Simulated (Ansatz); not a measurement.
# BrClFHSn: up Jacob's ladder to CCSD(T)

The task here is to estimate one member of a computed series from the others.

Computed with Ansatz 0.2.0, Gaussian basis. Level: functionals in def2-TZVPP, the program's frozen cores in correlated methods.

Plan: LDA (SPW92), PBE-D4, revPBE-D4, BLYP-D4, r2SCAN-D4, B97M-V, PBE0-D4, B3LYP-D4, r2SCANh-D4, r2SCAN0-D4, HSE06-D4, BHLYP-D4, CAM-B3LYP-D4, LC-ωPBE, ωB97X-V, ωB97M-V, B2PLYP, PBE-QIDH; CCSD(T)/def2-SVP; CCSD(T)/def2-TZVPP; MP2/def2-QZVPP; extrapolation to the limit; RPA on PBE.

## Structure used throughout

All runs share one geometry, relaxed beforehand with PBE0-D4 in a triple-zeta def2 set. Sn takes the def2 core potential; no spin-orbit term is included.

SMILES `[F][SnH]([Cl])[Br]`, 5 atoms, charge 0, spin multiplicity 1.

Atoms are counted from 1 here; the program's logs count them from 0.

Bond lengths: F1–Sn2 1.903 Å, Sn2–Cl3 2.295 Å, Sn2–Br4 2.440 Å, Sn2–H5 1.691 Å. Angles: F1–Sn2–Cl3 105.1°, F1–Sn2–Br4 106.0°, F1–Sn2–H5 108.6°, Cl3–Sn2–Br4 109.3°, Cl3–Sn2–H5 112.8°, Br4–Sn2–H5 114.4°.

The first run:

in.yaml

```yaml
crystal:
  periodic: [false, false, false]
  atoms:
    - {symbol: F, position_ang: [-1.717480, -0.763199, -0.190237]}
    - {symbol: Sn, position_ang: [0.061027, -0.087669, -0.149524]}
    - {symbol: Cl, position_ang: [0.995455, -0.977364, 1.748925]}
    - {symbol: Br, position_ang: [-0.144653, 2.329220, 0.110312]}
    - {symbol: H, position_ang: [0.855551, -0.574586, -1.560876]}
basis:
  gaussian: {orbitals: def2-TZVPP}
hamiltonian: {xc: lda}
output: {orbitals: {seedname: orbitals}}
```

Started as:

```sh
$ ansatz run in.yaml --threads 4 --pin off --events-out ev --progress --plain --max-ram 10444MiB
```

Among the steps run: LDA; PBE-D4 (GGA); revPBE-D4 (GGA); BLYP-D4 (GGA); r2SCAN-D4 (meta-GGA); B97M-V (meta-GGA); B3LYP-D4 (hybrid); r2SCANh-D4 (hybrid); r2SCAN0-D4 (hybrid); HSE06-D4 (hybrid); BHLYP-D4 (hybrid); CAM-B3LYP-D4 (range-separated); LC-ωPBE (range-separated); ωB97X-V (range-separated); ωB97M-V (range-separated); B2PLYP (double hybrid); PBE-QIDH (double hybrid).

One of the session's tables, all rows but one given; the rest of the session is left out.

It belongs to the step «Frontier levels by functional». 

```
  functional  HOMO (eV)  LUMO (eV)  gap (eV)
 LDA (SPW92)      -7.92      -3.52      4.41
      PBE-D4      -7.77      -3.22      4.55
   revPBE-D4      -7.71      -3.12      4.59
     BLYP-D4      -7.59      -3.18      4.41
   r2SCAN-D4      -8.13      -3.02      5.11
      B97M-V      -8.20      -2.94      5.26
     PBE0-D4          ?          ?         ?
    B3LYP-D4      -8.81      -2.63      6.18
  r2SCANh-D4      -8.61      -2.69      5.92
  r2SCAN0-D4      -9.33      -2.20      7.13
    HSE06-D4      -8.69      -2.69      6.01
    BHLYP-D4     -10.24      -1.36      8.88
CAM-B3LYP-D4     -10.42      -1.32      9.09
     LC-ωPBE     -11.84      -0.06     11.77
     ωB97X-V     -11.46      -0.18     11.28
     ωB97M-V     -11.31      -0.30     11.01
```

Estimate the missing values for PBE0-D4.

As computed: HOMO (eV): -9.09; LUMO (eV): -2.31; gap (eV): 6.78. In the column «HOMO (eV)» it lies between r2SCAN0-D4 (-9.33) and B3LYP-D4 (-8.81).
